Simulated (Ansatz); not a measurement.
The same calculation of CH7AlClNSi, SMILES N[SiH2][CH]([AlH2])Cl as a Python script and as an input file (Ansatz 0.2.0, Python API).

The script, `energy_ch7alclnsi.py`:
```python
# -*- coding: utf-8 -*-
import ansatz as az
from ase import Atoms


def main():
    atoms = Atoms(["N", "Si", "C", "Al", "Cl", "H", "H", "H", "H", "H", "H", "H"], positions=[
        (-0.9799, 0.5282, 2.1486),
        (-0.2311, -0.4759, 0.9248),
        (0.0931, 0.5078, -0.6402),
        (1.1791, -0.631, -1.9285),
        (-1.4011, 1.0386, -1.3745),
        (-1.9215, 0.9214, 1.7081),
        (-0.3935, 1.4155, 2.2637),
        (1.0759, -0.9578, 1.4766),
        (-1.0985, -1.5933, 0.6461),
        (0.7501, 1.3905, -0.3497),
        (0.4245, -1.9901, -2.4332),
        (2.5799, -0.2091, -2.4078),
    ])
    geometry = az.Crystal.molecule_from_ase(atoms)

    model = (
        geometry.calculation()
        .basis(gaussian="cc-pVDZ")
        .functional("REVPBE0")
    )
    res = model.run(threads=1, pin="off")
    data = res.report

    print("reference energy %16.6f eV" % data["reference_energy_ev"])
    print("total energy     %16.6f eV" % data["free_energy_ev"])
    print("occupied orbitals outside the frozen core (up, down):", data["n_occupied"], " frozen:", data["n_frozen"], " virtual:", data["n_virtual"])

    field = data["mean_field"]
    print("<S^2> =", round(abs(field["state"]["spin_squared"]), 4), " all-electron relativity setting:", field["relativity"])
    print("passes:", field["passes"])
    if "symmetry" in field:
        print("occupied orbitals by irrep:", field["symmetry"]["occupied"])


if __name__ == "__main__":
    main()
```

```console
$ python energy_ch7alclnsi.py
reference energy    -29632.129989 eV
total energy        -29632.129989 eV
occupied orbitals outside the frozen core (up, down): [32, 32]  frozen: 0  virtual: [85, 85]
<S^2> = 0.0  all-electron relativity setting: none
passes: {'evaluations': 16, 'products': 12}
occupied orbitals by irrep: [{'A': 32}, {'A': 32}]
```

`input.yaml`:
```yaml
crystal:
  periodic: [false, false, false]
  atoms:
    - { symbol: "N", position_ang: [-0.9799, 0.5282, 2.1486] }
    - { symbol: Si, position_ang: [-0.2311, -0.4759, 0.9248] }
    - { symbol: C, position_ang: [0.0931, 0.5078, -0.6402] }
    - { symbol: Al, position_ang: [1.1791, -0.631, -1.9285] }
    - { symbol: Cl, position_ang: [-1.4011, 1.0386, -1.3745] }
    - { symbol: H, position_ang: [-1.9215, 0.9214, 1.7081] }
    - { symbol: H, position_ang: [-0.3935, 1.4155, 2.2637] }
    - { symbol: H, position_ang: [1.0759, -0.9578, 1.4766] }
    - { symbol: H, position_ang: [-1.0985, -1.5933, 0.6461] }
    - { symbol: H, position_ang: [0.7501, 1.3905, -0.3497] }
    - { symbol: H, position_ang: [0.4245, -1.9901, -2.4332] }
    - { symbol: H, position_ang: [2.5799, -0.2091, -2.4078] }
basis:
  gaussian: { orbitals: cc-pVDZ }
hamiltonian:
  xc: revpbe0
```

The program run on that file:
```console
$ ansatz run input.yaml --threads 1 --pin off --max-ram 4096MiB --backend cpu --events-out ev --progress --plain --runs-dir out
Engine: ansatz 0.2.0, x86_64-unknown-linux-gnu
Functional definition: revPBE0
  parameter a = 0.25
  parameter kappa = 1.245
  parameter beta = 0.06672455060314922
  exchange = (1 - a)*pbe_x(kappa = kappa, mu = beta*pi^2/3) + a*exact_x
  correlation = pbe_c(beta = beta)
1132 factors; integrals over basis functions are off by at most 1.4e-3 eV
mean field evaluation 1: about -29625.5620 eV, gradient 5.4e1 eV
mean field evaluation 2: about -29614.1619 eV, gradient 8.3e1 eV
mean field evaluation 4: about -29631.8489 eV, gradient 5.8e0 eV
mean field evaluation 8: about -29632.1285 eV, gradient 6.5e-1 eV
mean field evaluation 16: about -29632.1299 eV, gradient 1.4e-4 eV
mean field -29632.12994324 eV, -1088.9606900349 hartree, gradient 3.4e-5 eV, S^2 0.000000; 0 other end points of the search recorded, 0 dependent functions left out
reference -29632.12998914 eV, -1088.9606917216 hartree; 32, 32 occupied and 85, 85 virtual orbitals, 1132 factors
Total energy: -29632.12998914 eV, -1088.9606917216 hartree
```

Reading the output:
- Total energies depend on the basis set; only differences at equal settings carry meaning.
- The geometry is a force-field or estimated start, not a minimum of this method, and the basis set is short of its limit.
- Timing: 7.2 s on 1 thread of Intel(R) Xeon(R) Platinum 8259CL CPU @ 2.50GHz (Skylake/Cascade Lake) (shared host), peak memory 0.34 GiB.

(A comment or docstring line of the script was reworded after the run, the code is as it ran; lines on the test bed's own set-up are left out of the output.)
